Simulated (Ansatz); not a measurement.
# InNH2Cl (SMILES [NH2][In][Cl]) at U-revPBE/def2-SVP (core potential)

What is the energy change on altering one bond length of InNH2Cl at U-revPBE/def2-SVP (core potential)? 

Program for the calculation: Ansatz 0.2.0.

58 further runs of the same task are left out: 58 set aside as unsound or not needed.

## Step 1: Starting point

InNH2Cl: 5 atoms, total charge 0, spin state doublet. SMILES: `[NH2][In][Cl]`. The shape is that of a PBE0-D4/def2-TZVP optimisation. This is one conformer, not always the lowest.

Bond lengths: N1–In2 2.072 Å, In2–Cl3 2.369 Å, N1–H4 1.015 Å, N1–H5 1.017 Å. Angles: N1–In2–Cl3 113.1°, In2–N1–H4 113.0°, In2–N1–H5 110.3°, H4–N1–H5 107.4°.

## Step 2: A single-point energy at U-revPBE/def2-SVP (core potential)

job.yaml

```yaml
crystal:
  periodic: [false, false, false]
  atoms:
    - symbol: "N"
      position_ang: [-0.142600, 0.808600, -0.493900]
    - symbol: In
      position_ang: [-0.411600, -1.217800, -0.153300]
    - symbol: Cl
      position_ang: [1.391500, -2.211500, 1.018700]
    - symbol: H
      position_ang: [-0.999700, 1.283800, -0.756700]
    - symbol: H
      position_ang: [0.212300, 1.263200, 0.343800]
basis:
  gaussian: {orbitals: def2-SVP}
output: {orbitals: {seedname: orbitals}}
hamiltonian: {xc: {name: revPBE}}
accuracy: high
magnetization: {spin_polarized: true, initial_magnetization: 1}
```

Command:

```sh
ansatz run job.yaml --threads 1 --pin off --max-ram 2610MiB --events-out events.jsonl --progress --plain --runs-dir runs
```

Standard output:

```text
Warning: RAYON_NUM_THREADS=1 ignored (pool sized by the plan → 1); use --threads N
Functional definition: revPBE
  name "revPBE"
  parameter kappa = 1.245
  parameter beta = 0.06672455060314922
  exchange = pbe_x(kappa = kappa, mu = beta*pi^2/3)
  correlation = pbe_c(beta = beta)
1544 factors; integrals over basis functions are off by at most 3.3e-9 eV
mean field evaluation 1: about -19203.1185 eV, gradient 4.7e1 eV
mean field evaluation 2: about -19120.0530 eV, gradient 1.0e2 eV
mean field evaluation 4: about -19211.9187 eV, gradient 1.6e1 eV
mean field evaluation 8: about -19213.4597 eV, gradient 2.5e-1 eV
mean field evaluation 16: about -19213.4601 eV, gradient 1.9e-5 eV
mean field -19213.46012147 eV, -706.0816361129 hartree, gradient 4.1e-8 eV, S^2 0.753350; 1 other end points of the search recorded, 0 dependent functions left out
reference -19213.46012601 eV, -706.0816362797 hartree; 24, 23 occupied and 44, 45 virtual orbitals, 1544 factors
Total energy: -19213.46012601 eV, -706.0816362797 hartree
```

It took 8.4 s on 1 thread of Arm Neoverse V1, shared host; peak memory 0.21 GiB.

## Step 3: The distorted shape at the same level

in.yaml

```yaml
crystal:
  periodic: [false, false, false]
  atoms:
    - {symbol: "N", position_ang: [-1.044142, 1.305446, -1.079895]}
    - {symbol: In, position_ang: [-1.313142, -0.720954, -0.739295]}
    - {symbol: Cl, position_ang: [1.391500, -2.211500, 1.018700]}
    - {symbol: H, position_ang: [-1.901242, 1.780646, -1.342695]}
    - {symbol: H, position_ang: [-0.689242, 1.760046, -0.242195]}
basis:
  gaussian:
    orbitals: def2-SVP
magnetization:
  spin_polarized: true
  initial_magnetization: 1
hamiltonian:
  xc: {name: revPBE}
accuracy: high
output: {orbitals: {seedname: orbitals}}
```

Command:

```sh
ansatz run in.yaml --threads 1 --pin off --max-ram 2610MiB --events-out events.jsonl --progress --plain --runs-dir runs
```

Standard output:

```text
Warning: RAYON_NUM_THREADS=1 ignored (pool sized by the plan → 1); use --threads N
[... 6 set-up lines as earlier in the session ...]
1503 factors; integrals over basis functions are off by at most 6.5e-9 eV
mean field evaluation 1: about -19199.7246 eV, gradient 4.8e1 eV
mean field evaluation 2: about -19071.3582 eV, gradient 1.2e2 eV
mean field evaluation 4: about -19149.5656 eV, gradient 8.5e1 eV
mean field evaluation 8: about -19211.5874 eV, gradient 6.9e0 eV
mean field evaluation 16: about -19211.9165 eV, gradient 3.6e0 eV
mean field evaluation 32: about -19211.9972 eV, gradient 3.3e0 eV
mean field evaluation 64: about -19211.8816 eV, gradient 6.2e-1 eV
mean field -19212.08870738 eV, -706.0312375747 hartree, gradient 7.4e-8 eV, S^2 0.754998; 8 other end points of the search recorded, 0 dependent functions left out
reference -19212.08871183 eV, -706.0312377385 hartree; 24, 23 occupied and 44, 45 virtual orbitals, 1503 factors
Total energy: -19212.08871183 eV, -706.0312377385 hartree
```

It took 15 s on 1 thread of Arm Neoverse V1, shared host; peak memory 0.21 GiB.

## Step 4: Summary of results

Level: U-revPBE/def2-SVP (core potential).

| quantity | value |
| --- | --- |
| first shape: total energy | -706.08164 Eh |
| first shape: HOMO energy (highest over α and β) | -5.15 eV |
| first shape: LUMO energy (lowest over α and β) | -4.20 eV |
| first shape: ⟨S²⟩ | 0.753 |
| distorted shape: total energy | -706.03124 Eh |
| distorted shape: HOMO energy (highest over α and β) | -5.46 eV |
| distorted shape: LUMO energy (lowest over α and β) | -5.26 eV |
| distorted shape: ⟨S²⟩ | 0.755 |
| energy change with the In2–Cl3 bond stretched from 2.369 to 3.553 Å | 1.371 eV |

With the In2–Cl3 bond stretched from 2.369 to 3.553 Å the energy rises by 1.37 eV (32 kcal/mol). The first shape isn't relaxed at this level, so the change isn't measured from a minimum.
